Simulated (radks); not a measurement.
# A spherical quantum dot from 26 to 29 electrons

Aim: add electrons one at a time to a parabolic well with ω = 0.462 hartree*, with a point charge of +1 at the centre, try the lowest free levels for each, keep the configuration of least energy, and see where shells close.

The numbers are computed with radks (version 2): non-relativistic spin-polarised Kohn-Sham, LDA (Slater exchange, Perdew-Wang correlation), spherically averaged shells.

### Step 1. The model

```
well                     : a parabolic well with ω = 0.462 hartree*, with a point charge of +1 at the centre
functional               : LDA (Slater exchange, Perdew-Wang correlation)
levels                   : named by radial order: 1s, 1p, 1d, 2s, 1f and so on
units                    : effective atomic units, hartree* and bohr*
configuration carried in : 1s2 1p6 1d10 2s2 1f(up 5, down 0) (N = 25, energy 109.296752)
```

Each count now gets its runs.

### Step 2. 26 electrons

Next run: add 1f up. The run's settings:

```ini
kind = parabolic
xc = PW
omega = 0.462  # hartree
z = 1  # e
electrons = 26
background = 0  # e
configuration = 1s2 1p6 1d10 2s2 1f(up 6, down 0)
```

Launch:

```bash
$ python run_model.py task.json out
```

task.json names the series; the program runs every candidate in turn, and a move starts from the lowest state found so far. In the records, mag is the spin moment and err the last SCF error; their hartree and bohr are effective units.

The program writes no log. Results of the run, from its result record (rounded, main fields):

```text
status: converged
energy_total [hartree]: 116.953631
energy_kinetic [hartree]: 9.987798
energy_external [hartree]: 33.8146
energy_hartree [hartree]: 80.95323
energy_xc [hartree]: -7.802001
energy_background [hartree]: 0.0
orbitals [level, occupation, hartree, mean radius in bohr]:
  - ["1s up", 1, 7.10965, 2.09813]
  - ["1p up", 3, 7.35623, 3.49032]
  - ["1d up", 5, 7.54352, 3.97225]
  - ["2s up", 1, 7.45393, 3.2783]
  - ["1f up", 6, 7.7517, 4.3087]
  - ["1s down", 1, 7.11889, 2.00008]
  - ["1p down", 3, 7.38688, 3.42938]
  - ["1d down", 5, 7.58054, 3.94904]
  - ["2s down", 1, 7.48194, 3.32766]
r2_mean [bohr^2]: 15.32805
mag [bohr magneton]: 6
err: 7.8e-10
```

Next run: add 1f down. Changed: configuration = 1s2 1p6 1d10 2s2 1f(up 5, down 1).

Result:

```text
status: converged
energy_total [hartree]: 116.986337
energy_kinetic [hartree]: 9.983202
energy_external [hartree]: 33.82795
energy_hartree [hartree]: 80.94255
energy_xc [hartree]: -7.767366
energy_background [hartree]: 0.0
orbitals [level, occupation, hartree, mean radius in bohr]:
  - ["1s up", 1, 7.11037, 2.08106]
  - ["1p up", 3, 7.36037, 3.4812]
  - ["1d up", 5, 7.5486, 3.96891]
  - ["2s up", 1, 7.4574, 3.28752]
  - ["1f up", 5, 7.75712, 4.30837]
  - ["1s down", 1, 7.11653, 2.01607]
  - ["1p down", 3, 7.3807, 3.44119]
  - ["1d down", 5, 7.5731, 3.95388]
  - ["2s down", 1, 7.47592, 3.32061]
  - ["1f down", 1, 7.78317, 4.30694]
r2_mean [bohr^2]: 15.33247
mag [bohr magneton]: 4
err: 2.5e-10
```

Next run: add 2p up. Changed: configuration = 1s2 1p6 1d10 2s2 1f(up 5, down 0) 2p(up 1, down 0).

Result:

```text
status: converged
energy_total [hartree]: 117.025128
energy_kinetic [hartree]: 9.985681
energy_external [hartree]: 33.80462
energy_hartree [hartree]: 81.00345
energy_xc [hartree]: -7.768631
energy_background [hartree]: 0.0
orbitals [level, occupation, hartree, mean radius in bohr]:
  - ["1s up", 1, 7.12617, 2.18629]
  - ["1p up", 3, 7.35823, 3.51593]
  - ["1d up", 5, 7.54292, 3.98413]
  - ["2s up", 1, 7.46362, 3.24487]
  - ["1f up", 5, 7.74987, 4.3153]
  - ["2p up", 1, 7.82486, 3.60198]
  - ["1s down", 1, 7.1485, 2.12881]
  - ["1p down", 3, 7.39057, 3.48808]
  - ["1d down", 5, 7.57814, 3.97044]
  - ["2s down", 1, 7.49282, 3.26192]
r2_mean [bohr^2]: 15.33638
mag [bohr magneton]: 6
err: 1.7e-10
```

Next run: move 1f up to 1f down: the same state as a run above.

Next run: move 1f up to 2p up: the same state as a run above.

| candidate | configuration | above the lowest (hartree*) |
| --- | --- | --- |
| add 1f up | 1s2 1p6 1d10 2s2 1f(up 6, down 0) | lowest |
| add 1f down | 1s2 1p6 1d10 2s2 1f(up 5, down 1) | 0.0327 |
| add 2p up | 1s2 1p6 1d10 2s2 1f(up 5, down 0) 2p(up 1, down 0) | 0.0715 |
| move 1f up to 1f down | 1s2 1p6 1d10 2s2 1f(up 5, down 1) | 0.0327 |
| move 1f up to 2p up | 1s2 1p6 1d10 2s2 1f(up 5, down 0) 2p(up 1, down 0) | 0.0715 |

The series goes on from 1s2 1p6 1d10 2s2 1f(up 6, down 0).

### Step 3. N = 27

Next run: add 1f up. The run's settings:

```ini
kind = parabolic
xc = PW
omega = 0.462  # hartree
z = 1  # e
electrons = 27
background = 0  # e
configuration = 1s2 1p6 1d10 2s2 1f(up 7, down 0)
```

The program writes no log. Results of the run, from its result record (rounded, main fields):

```text
status: converged
energy_total [hartree]: 124.799623
energy_kinetic [hartree]: 10.3726
energy_external [hartree]: 36.37486
energy_hartree [hartree]: 86.17769
energy_xc [hartree]: -8.125524
energy_background [hartree]: 0.0
orbitals [level, occupation, hartree, mean radius in bohr]:
  - ["1s up", 1, 7.30546, 2.09612]
  - ["1p up", 3, 7.55096, 3.51806]
  - ["1d up", 5, 7.73528, 4.00545]
  - ["2s up", 1, 7.64471, 3.31392]
  - ["1f up", 7, 7.94002, 4.34361]
  - ["1s down", 1, 7.31556, 1.98517]
  - ["1p down", 3, 7.58556, 3.44736]
  - ["1d down", 5, 7.77711, 3.97897]
  - ["2s down", 1, 7.6766, 3.36914]
r2_mean [bohr^2]: 15.71497
mag [bohr magneton]: 7
err: 4.8e-10
```

Next run: add 1f down. Changed: configuration = 1s2 1p6 1d10 2s2 1f(up 6, down 1).

Result:

```text
status: converged
energy_total [hartree]: 124.837583
energy_kinetic [hartree]: 10.36734
energy_external [hartree]: 36.39032
energy_hartree [hartree]: 86.16527
energy_xc [hartree]: -8.085343
energy_background [hartree]: 0.0
orbitals [level, occupation, hartree, mean radius in bohr]:
  - ["1s up", 1, 7.30599, 2.07936]
  - ["1p up", 3, 7.55483, 3.5091]
  - ["1d up", 5, 7.74005, 4.00222]
  - ["2s up", 1, 7.64793, 3.32297]
  - ["1f up", 6, 7.94511, 4.34331]
  - ["1s down", 1, 7.31319, 2.0006]
  - ["1p down", 3, 7.5794, 3.4594]
  - ["1d down", 5, 7.76969, 3.98387]
  - ["2s down", 1, 7.67052, 3.36263]
  - ["1f down", 1, 7.9766, 4.34182]
r2_mean [bohr^2]: 15.71992
mag [bohr magneton]: 5
err: 4.5e-10
```

Next run: add 2p up. Changed: configuration = 1s2 1p6 1d10 2s2 1f(up 6, down 0) 2p(up 1, down 0).

Result:

```text
status: converged
energy_total [hartree]: 124.86927
energy_kinetic [hartree]: 10.37056
energy_external [hartree]: 36.36477
energy_hartree [hartree]: 86.22442
energy_xc [hartree]: -8.090483
energy_background [hartree]: 0.0
orbitals [level, occupation, hartree, mean radius in bohr]:
  - ["1s up", 1, 7.32201, 2.18547]
  - ["1p up", 3, 7.55286, 3.54412]
  - ["1d up", 5, 7.7346, 4.01726]
  - ["2s up", 1, 7.65411, 3.27942]
  - ["1f up", 6, 7.93815, 4.34996]
  - ["2p up", 1, 8.01131, 3.62213]
  - ["1s down", 1, 7.34551, 2.11229]
  - ["1p down", 3, 7.58934, 3.50777]
  - ["1d down", 5, 7.77475, 4.00079]
  - ["2s down", 1, 7.68698, 3.3053]
r2_mean [bohr^2]: 15.72283
mag [bohr magneton]: 7
err: 2.9e-10
```

Next run: move 1f up to 1f down: the same state as a run above.

Next run: move 1f up to 2p up: the same state as a run above.

| candidate | configuration | above the lowest (hartree*) |
| --- | --- | --- |
| add 1f up | 1s2 1p6 1d10 2s2 1f(up 7, down 0) | lowest |
| add 1f down | 1s2 1p6 1d10 2s2 1f(up 6, down 1) | 0.0380 |
| add 2p up | 1s2 1p6 1d10 2s2 1f(up 6, down 0) 2p(up 1, down 0) | 0.0696 |
| move 1f up to 1f down | 1s2 1p6 1d10 2s2 1f(up 6, down 1) | 0.0380 |
| move 1f up to 2p up | 1s2 1p6 1d10 2s2 1f(up 6, down 0) 2p(up 1, down 0) | 0.0696 |

Lowest: 1s2 1p6 1d10 2s2 1f(up 7, down 0).

### Step 4. N = 28

Next run: add 1f down. The run's settings:

```ini
kind = parabolic
xc = PW
omega = 0.462  # hartree
z = 1  # e
electrons = 28
background = 0  # e
configuration = 1s2 1p6 1d10 2s2 1f(up 7, down 1)
```

The program writes no log. Results of the run, from its result record (rounded, main fields):

```text
status: converged
energy_total [hartree]: 132.876051
energy_kinetic [hartree]: 10.74152
energy_external [hartree]: 39.01342
energy_hartree [hartree]: 91.52783
energy_xc [hartree]: -8.40672
energy_background [hartree]: 0.0
orbitals [level, occupation, hartree, mean radius in bohr]:
  - ["1s up", 1, 7.49958, 2.07681]
  - ["1p up", 3, 7.74746, 3.53619]
  - ["1d up", 5, 7.92983, 4.03493]
  - ["2s up", 1, 7.83683, 3.35845]
  - ["1f up", 7, 8.13157, 4.37775]
  - ["1s down", 1, 7.50767, 1.98522]
  - ["1p down", 3, 7.77602, 3.47681]
  - ["1d down", 5, 7.9643, 4.01335]
  - ["2s down", 1, 7.8633, 3.40395]
  - ["1f down", 1, 8.16817, 4.37626]
r2_mean [bohr^2]: 16.09941
mag [bohr magneton]: 6
err: 1.3e-09
```

Next run: add 2p up. Changed: configuration = 1s2 1p6 1d10 2s2 1f(up 7, down 0) 2p(up 1, down 0).

Result:

```text
status: converged
energy_total [hartree]: 132.900909
energy_kinetic [hartree]: 10.74541
energy_external [hartree]: 38.98576
energy_hartree [hartree]: 91.58527
energy_xc [hartree]: -8.415533
energy_background [hartree]: 0.0
orbitals [level, occupation, hartree, mean radius in bohr]:
  - ["1s up", 1, 7.5158, 2.18363]
  - ["1p up", 3, 7.74565, 3.57152]
  - ["1d up", 5, 7.92459, 4.04981]
  - ["2s up", 1, 7.84294, 3.31421]
  - ["1f up", 7, 8.12487, 4.38414]
  - ["2p up", 1, 8.19617, 3.64215]
  - ["1s down", 1, 7.5403, 2.09559]
  - ["1p down", 3, 7.78601, 3.52669]
  - ["1d down", 5, 7.96937, 4.03064]
  - ["2s down", 1, 7.87932, 3.34824]
r2_mean [bohr^2]: 16.10142
mag [bohr magneton]: 8
err: 4.6e-10
```

Next run: add 2p down. Changed: configuration = 1s2 1p6 1d10 2s2 1f(up 7, down 0) 2p(up 0, down 1).

Result:

```text
status: converged
energy_total [hartree]: 132.924769
energy_kinetic [hartree]: 10.74685
energy_external [hartree]: 38.99692
energy_hartree [hartree]: 91.57441
energy_xc [hartree]: -8.393416
energy_background [hartree]: 0.0
orbitals [level, occupation, hartree, mean radius in bohr]:
  - ["1s up", 1, 7.52772, 2.2218]
  - ["1p up", 3, 7.75052, 3.59127]
  - ["1d up", 5, 7.9276, 4.05379]
  - ["2s up", 1, 7.84881, 3.27716]
  - ["1f up", 7, 8.12751, 4.38279]
  - ["1s down", 1, 7.52604, 2.06507]
  - ["1p down", 3, 7.77898, 3.50398]
  - ["1d down", 5, 7.96454, 4.02626]
  - ["2s down", 1, 7.87252, 3.38003]
  - ["2p down", 1, 8.21899, 3.673]
r2_mean [bohr^2]: 16.10495
mag [bohr magneton]: 6
err: 6.3e-10
```

Next run: move 1f down to 2p up: the same state as a run above.

Next run: move 1f down to 2p down: the same state as a run above.

Next run: move 1f up to 1f down. Changed: configuration = 1s2 1p6 1d10 2s2 1f(up 6, down 2).

Result:

```text
status: converged
energy_total [hartree]: 132.906435
energy_kinetic [hartree]: 10.73738
energy_external [hartree]: 39.02574
energy_hartree [hartree]: 91.5179
energy_xc [hartree]: -8.374583
energy_background [hartree]: 0.0
orbitals [level, occupation, hartree, mean radius in bohr]:
  - ["1s up", 1, 7.50022, 2.06086]
  - ["1p up", 3, 7.75139, 3.52722]
  - ["1d up", 5, 7.93463, 4.03176]
  - ["2s up", 1, 7.84021, 3.36692]
  - ["1f up", 6, 8.13669, 4.37753]
  - ["1s down", 1, 7.50562, 2.00009]
  - ["1p down", 3, 7.77034, 3.48813]
  - ["1d down", 5, 7.95747, 4.01772]
  - ["2s down", 1, 7.85774, 3.3974]
  - ["1f down", 2, 8.16091, 4.37674]
r2_mean [bohr^2]: 16.10322
mag [bohr magneton]: 4
err: 1.4e-09
```

Next run: move 1f up to 2p up. Changed: configuration = 1s2 1p6 1d10 2s2 1f(up 6, down 1) 2p(up 1, down 0).

Result:

```text
status: converged
energy_total [hartree]: 132.941224
energy_kinetic [hartree]: 10.74067
energy_external [hartree]: 39.00231
energy_hartree [hartree]: 91.57163
energy_xc [hartree]: -8.373379
energy_background [hartree]: 0.0
orbitals [level, occupation, hartree, mean radius in bohr]:
  - ["1s up", 1, 7.51643, 2.16598]
  - ["1p up", 3, 7.7494, 3.56286]
  - ["1d up", 5, 7.92917, 4.04681]
  - ["2s up", 1, 7.84594, 3.32441]
  - ["1f up", 6, 8.12975, 4.38401]
  - ["2p up", 1, 8.19843, 3.64525]
  - ["1s down", 1, 7.53768, 2.11364]
  - ["1p down", 3, 7.77976, 3.53787]
  - ["1d down", 5, 7.96201, 4.035]
  - ["2s down", 1, 7.87351, 3.33904]
  - ["1f down", 1, 8.16376, 4.38232]
r2_mean [bohr^2]: 16.10657
mag [bohr magneton]: 6
err: 5e-10
```

| candidate | configuration | above the lowest (hartree*) |
| --- | --- | --- |
| add 1f down | 1s2 1p6 1d10 2s2 1f(up 7, down 1) | lowest |
| add 2p up | 1s2 1p6 1d10 2s2 1f(up 7, down 0) 2p(up 1, down 0) | 0.0249 |
| add 2p down | 1s2 1p6 1d10 2s2 1f(up 7, down 0) 2p(up 0, down 1) | 0.0487 |
| move 1f down to 2p up | 1s2 1p6 1d10 2s2 1f(up 7, down 0) 2p(up 1, down 0) | 0.0249 |
| move 1f down to 2p down | 1s2 1p6 1d10 2s2 1f(up 7, down 0) 2p(up 0, down 1) | 0.0487 |
| move 1f up to 1f down | 1s2 1p6 1d10 2s2 1f(up 6, down 2) | 0.0304 |
| move 1f up to 2p up | 1s2 1p6 1d10 2s2 1f(up 6, down 1) 2p(up 1, down 0) | 0.0652 |

The series goes on from 1s2 1p6 1d10 2s2 1f(up 7, down 1).

From the same record, its empty bound levels (hartree) and its density (bohr, e/bohr³):

```text
empty: [["2p up", 8.1934], ["1g up", 8.3551], ["2d up", 8.4677], ["2p down", 8.2139], ["1g down", 8.3919], ["2d down", 8.4896]]
r: [0.1605, 0.5638, 0.9671, 1.37, 1.774, 2.177, 2.58, 2.984, 3.387, 3.79, 4.193, 4.597, 5.0, 5.403, 5.807, 6.21, 6.613, 7.017, 7.42, 7.823]
n: [0.4699, 0.2174, 0.1085, 0.06244, 0.04605, 0.04424, 0.04867, 0.05395, 0.05627, 0.05348, 0.04531, 0.03352, 0.0213, 0.01143, 0.005118, 0.001907, 0.0005891, 0.0001503, 3.201e-05, 5.664e-06]
```

### Step 5. N = 29

Next run: add 1f down. The run's settings:

```ini
kind = parabolic
xc = PW
omega = 0.462  # hartree
z = 1  # e
electrons = 29
background = 0  # e
configuration = 1s2 1p6 1d10 2s2 1f(up 7, down 2)
```

The program writes no log. Results of the run, from its result record (rounded, main fields):

```text
status: converged
energy_total [hartree]: 141.135578
energy_kinetic [hartree]: 11.10148
energy_external [hartree]: 41.71118
energy_hartree [hartree]: 97.01671
energy_xc [hartree]: -8.693794
energy_background [hartree]: 0.0
orbitals [level, occupation, hartree, mean radius in bohr]:
  - ["1s up", 1, 7.69167, 2.05786]
  - ["1p up", 3, 7.942, 3.55367]
  - ["1d up", 5, 8.12249, 4.06399]
  - ["2s up", 1, 8.02728, 3.4022]
  - ["1f up", 7, 8.32135, 4.41151]
  - ["1s down", 1, 7.69798, 1.98431]
  - ["1p down", 3, 7.96495, 3.50498]
  - ["1d down", 5, 8.15019, 4.04677]
  - ["2s down", 1, 8.0487, 3.43851]
  - ["1f down", 2, 8.3507, 4.41075]
r2_mean [bohr^2]: 16.47596
mag [bohr magneton]: 5
err: 1.4e-09
```

Next run: add 2p up. Changed: configuration = 1s2 1p6 1d10 2s2 1f(up 7, down 1) 2p(up 1, down 0).

Result:

```text
status: converged
energy_total [hartree]: 141.16356
energy_kinetic [hartree]: 11.10541
energy_external [hartree]: 41.68562
energy_hartree [hartree]: 97.06886
energy_xc [hartree]: -8.696332
energy_background [hartree]: 0.0
orbitals [level, occupation, hartree, mean radius in bohr]:
  - ["1s up", 1, 7.70808, 2.16349]
  - ["1p up", 3, 7.94016, 3.58964]
  - ["1d up", 5, 8.11724, 4.07889]
  - ["2s up", 1, 8.03295, 3.35918]
  - ["1f up", 7, 8.31467, 4.41775]
  - ["2p up", 1, 8.38153, 3.66502]
  - ["1s down", 1, 7.73036, 2.09632]
  - ["1p down", 3, 7.97444, 3.55623]
  - ["1d down", 5, 8.15475, 4.06439]
  - ["2s down", 1, 8.06404, 3.38197]
  - ["1f down", 1, 8.35358, 4.41634]
r2_mean [bohr^2]: 16.47841
mag [bohr magneton]: 7
err: 1.1e-09
```

Next run: add 2p down. Changed: configuration = 1s2 1p6 1d10 2s2 1f(up 7, down 1) 2p(up 0, down 1).

Result:

```text
status: converged
energy_total [hartree]: 141.183186
energy_kinetic [hartree]: 11.10666
energy_external [hartree]: 41.69476
energy_hartree [hartree]: 97.05999
energy_xc [hartree]: -8.678232
energy_background [hartree]: 0.0
orbitals [level, occupation, hartree, mean radius in bohr]:
  - ["1s up", 1, 7.72025, 2.20116]
  - ["1p up", 3, 7.94514, 3.61044]
  - ["1d up", 5, 8.1203, 4.08322]
  - ["2s up", 1, 8.0387, 3.32277]
  - ["1f up", 7, 8.31733, 4.41654]
  - ["1s down", 1, 7.71633, 2.06533]
  - ["1p down", 3, 7.96772, 3.53271]
  - ["1d down", 5, 8.15025, 4.05952]
  - ["2s down", 1, 8.0576, 3.41351]
  - ["1f down", 1, 8.34953, 4.41804]
  - ["2p down", 1, 8.40035, 3.69128]
r2_mean [bohr^2]: 16.48122
mag [bohr magneton]: 5
err: 1.1e-09
```

Next run: move 1f down to 2p up: the same state as a run above.

Next run: move 1f down to 2p down: the same state as a run above.

Next run: move 1f up to 1f down. Changed: configuration = 1s2 1p6 1d10 2s2 1f(up 6, down 3).

Result:

```text
status: converged
energy_total [hartree]: 141.15899
energy_kinetic [hartree]: 11.09834
energy_external [hartree]: 41.72064
energy_hartree [hartree]: 97.00905
energy_xc [hartree]: -8.669048
energy_background [hartree]: 0.0
orbitals [level, occupation, hartree, mean radius in bohr]:
  - ["1s up", 1, 7.69241, 2.04265]
  - ["1p up", 3, 7.94596, 3.54466]
  - ["1d up", 5, 8.12732, 4.06087]
  - ["2s up", 1, 8.0308, 3.41013]
  - ["1f up", 6, 8.32648, 4.41136]
  - ["1s down", 1, 7.6962, 1.99868]
  - ["1p down", 3, 7.95968, 3.51573]
  - ["1d down", 5, 8.14387, 4.05073]
  - ["2s down", 1, 8.04359, 3.432]
  - ["1f down", 3, 8.34399, 4.41102]
r2_mean [bohr^2]: 16.4788
mag [bohr magneton]: 3
err: 5.4e-10
```

Next run: move 1f up to 2p up. Changed: configuration = 1s2 1p6 1d10 2s2 1f(up 6, down 2) 2p(up 1, down 0).

Result:

```text
status: converged
energy_total [hartree]: 141.196406
energy_kinetic [hartree]: 11.10172
energy_external [hartree]: 41.69909
energy_hartree [hartree]: 97.05769
energy_xc [hartree]: -8.662087
energy_background [hartree]: 0.0
orbitals [level, occupation, hartree, mean radius in bohr]:
  - ["1s up", 1, 7.70881, 2.14659]
  - ["1p up", 3, 7.94397, 3.58095]
  - ["1d up", 5, 8.12187, 4.07593]
  - ["2s up", 1, 8.03612, 3.36885]
  - ["1f up", 6, 8.31958, 4.41768]
  - ["2p up", 1, 8.38391, 3.66834]
  - ["1s down", 1, 7.72805, 2.11374]
  - ["1p down", 3, 7.96866, 3.56673]
  - ["1d down", 5, 8.14796, 4.06828]
  - ["2s down", 1, 8.05872, 3.37285]
  - ["1f down", 2, 8.34641, 4.41659]
r2_mean [bohr^2]: 16.48247
mag [bohr magneton]: 5
err: 6.6e-10
```

| candidate | configuration | above the lowest (hartree*) |
| --- | --- | --- |
| add 1f down | 1s2 1p6 1d10 2s2 1f(up 7, down 2) | lowest |
| add 2p up | 1s2 1p6 1d10 2s2 1f(up 7, down 1) 2p(up 1, down 0) | 0.0280 |
| add 2p down | 1s2 1p6 1d10 2s2 1f(up 7, down 1) 2p(up 0, down 1) | 0.0476 |
| move 1f down to 2p up | 1s2 1p6 1d10 2s2 1f(up 7, down 1) 2p(up 1, down 0) | 0.0280 |
| move 1f down to 2p down | 1s2 1p6 1d10 2s2 1f(up 7, down 1) 2p(up 0, down 1) | 0.0476 |
| move 1f up to 1f down | 1s2 1p6 1d10 2s2 1f(up 6, down 3) | 0.0234 |
| move 1f up to 2p up | 1s2 1p6 1d10 2s2 1f(up 6, down 2) 2p(up 1, down 0) | 0.0608 |

The series goes on from 1s2 1p6 1d10 2s2 1f(up 7, down 2).

### Step 6. Trends over these counts

| N | configuration | unpaired | chemical potential (hartree*) | addition energy (hartree*) | rms radius (bohr*) |
| --- | --- | --- | --- | --- | --- |
| 26 | 1s2 1p6 1d10 2s2 1f(up 6, down 0) | 6 | 7.657 | 0.189 | 3.92 |
| 27 | 1s2 1p6 1d10 2s2 1f(up 7, down 0) | 7 | 7.846 | 0.230 | 3.96 |
| 28 | 1s2 1p6 1d10 2s2 1f(up 7, down 1) | 6 | 8.076 | 0.183 | 4.01 |
| 29 | 1s2 1p6 1d10 2s2 1f(up 7, down 2) | 5 | 8.260 | - | 4.06 |

Chemical potential E(N) - E(N-1); addition energy E(N+1) + E(N-1) - 2E(N).

Density of N = 29:

r (bohr*), 4πr² × density and a bar:
```
     0.16       0.15 
     0.77       1.12 ###
     1.39       1.47 ####
     2.00       2.17 #######
     2.61       4.15 #############
     3.22       7.29 ######################
     3.83       9.95 ##############################
     4.45       9.93 ##############################
     5.06       6.87 #####################
     5.67       3.13 #########
     6.28       0.92 ###
     6.89       0.17 #
     7.51       0.02 
     8.12       0.00
```

### Step 7. What came out

```
               quantity                                       value
     closed shells at N                          none in this range
largest addition energy  0.230 hartree* at N = 27 (of N = 26 to 28)
most unpaired electrons                                 7 at N = 27
configuration at N = 29           1s2 1p6 1d10 2s2 1f(up 7, down 2)
```

No closed-shell configuration falls in this range; the second difference peaks at N = 27, where a shell is half full. The largest moment in range is 7, first at N = 27: exchange favours parallel spins in open shells. The model keeps every shell spherical, so real clusters and dots, which can deform, may order levels otherwise.
